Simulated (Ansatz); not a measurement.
# GaAs: the cost of one run

Method: DFT PBE0, scalar-relativistic, plane waves, PAW, in Ansatz 0.2.0.

**1. Starting point**

The structure is cubic, space group F-43m (No. 216). The conventional cell has a = 5.627 Å, b = 5.627 Å, c = 5.627 Å, α = 90.00°, β = 90.00°, γ = 90.00°. Ga (site symmetry -43m) is surrounded by 4 As at 2.44 Å. As (site symmetry -43m) is surrounded by 4 Ga at 2.44 Å.

As a file:

```
CELL_PARAMETERS angstrom
0.00000 2.81354 2.81354
2.81354 0.00000 2.81354
2.81354 2.81354 0.00000
ATOMIC_POSITIONS crystal
Ga 0.00000 0.00000 0.00000
As 0.25000 0.25000 0.25000
```

This is a trial structure built by rule; it need not be a known or stable form of this composition.

This is a trial structure, the zincblende prototype, and another one may lie lower.

**2. Coarse point 1 of the search for the rest volume**

Contents of input.yaml:

```yaml
crystal:
  lattice:
    - [0.0, 2.8135433318, 2.8135433318]
    - [2.8135433318, 0.0, 2.8135433318]
    - [2.8135433318, 2.8135433318, 0.0]
  atoms:
    - { symbol: Ga, position: [0.0, 0.0, 0.0] }
    - { symbol: As, position: [0.25, 0.25, 0.25] }
basis:
  ecutwfc: 420
kpoints:
  mp_grid: { grid: [6, 6, 6] }
hamiltonian:
  xc: pbe0
scf:
  occupations: { method: gaussian, width: 0.05 }
output:
  forces: true
  stress: true
  eigenvalues: true
```

Launch:

```
$ ansatz run input.yaml --threads 4 --pin off --max-ram 12288MiB --backend cpu --events-out ev --progress --plain --runs-dir out
```

Q: Estimate wall time and peak memory on 4 threads of Arm Neoverse V2, shared host.

About 12 s, with a peak of 1.5 GiB.
